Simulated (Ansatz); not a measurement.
# HfSc (P-6m2) in Ansatz: equation of state

Aim: energy against volume of HfSc in PBE, for its equilibrium volume and stiffness.

All numbers are computed with Ansatz 0.2.0; they aren't measurements. Logs are shortened: lines on timing, memory, paths and dates and some standing lists are left out, and cuts for length are marked.

### Step 1. The crystal as given

It takes space group P-6m2 (No. 187, hexagonal). The conventional cell has a = 3.240 Å, b = 3.240 Å, c = 5.104 Å, α = 90.00°, β = 90.00°, γ = 120.00°. Hf (site symmetry -6m2) has 6 Sc at 3.16 Å and 6 Hf at 3.24 Å as nearest neighbours. Sc (site symmetry -6m2) has 6 Hf at 3.16 Å and 6 Sc at 3.24 Å as nearest neighbours.

The cell comes from a database or a generator and needn't be the stable form of this composition.

### Step 2. Equation of state, PBE

Potentials or basis: all-electron LAPW, scalar-relativistic.

No new run: the results of the series are fitted here.

Results:

| Item | Value |
| --- | --- |
| Equilibrium volume | 23.18 Å³/atom |
| Bulk modulus at fixed shape and positions | 80 GPa |
| Pressure derivative of the bulk modulus | 3.5 |

Energy against volume, from the lowest point:
```
volume (Å³/atom)  energy (meV/atom)
          21.811              22.00
          22.275               9.31
          22.739               2.14
          23.203               0.00
          23.667               2.47
          24.131               9.14
          24.595              19.67
```

Caveat: the cell was scaled at fixed shape and fractional positions, which overstates the stiffness of a crystal with free parameters, most of all of layers and chains.
